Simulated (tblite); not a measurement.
# C4H10OPSi: the cost of one run

The runs use tblite 0.8.0 and PySCF 2.14.0, with density-fitted response routines of our own; the level of theory stands in each step. All values are computed, except where a source is named. Atoms are numbered from 0 throughout.

## (1) The starting structure

17 atoms, charge 0, multiplicity 2; geometry from: force field or distance geometry start.

Bonds of the start (Å): P0–Si1 2.22, Si1–C2 1.86, C2–C3 1.55, C3–C4 1.49, C4–C5 1.50, C5–O6 1.43, O6–Si1 1.66, P0–H7 1.41, P0–H8 1.41, Si1–H9 1.50, C2–H10 1.09, C2–H11 1.10, C3–H12 1.11, C3–H13 1.09, C4–H14 1.09, C5–H15 1.11, C5–H16 1.10.

## (2) Geometry optimisation with GFN2-xTB

Job settings and geometry (Å):

```
{"job": {"kind": "relax", "xc": "GFN2-xTB", "basis": "xTB"}, "charge": 0, "multiplicity": 2}
P      2.805100    -1.554900     0.104800
Si     0.982500    -0.426500     0.670100
C     -0.549300    -1.279700     0.058100
C     -1.730100    -0.285800    -0.063700
C     -1.338800     1.001800    -0.697100
C     -0.199700     1.795500    -0.139500
O      1.023400     1.059100    -0.079800
H      2.748800    -1.268500    -1.275000
H      3.737600    -0.536100     0.396500
H      0.927000    -0.233800     2.152100
H     -0.837100    -2.115700     0.702600
H     -0.360600    -1.697900    -0.937200
H     -2.143000    -0.073800     0.949800
H     -2.533200    -0.759700    -0.633900
H     -2.076500     1.534800    -1.305400
H     -0.452800     2.188800     0.868200
H     -0.010400     2.664300    -0.780600
```

Run with:

```console
OMP_NUM_THREADS=1 python probes_run.py task.json out
```

The driver reads the jobs from task.json and runs them one after another.

Q: Estimate the wall time of this first job on 1 thread of Arm Neoverse V2, shared host.

About 1.3 s.
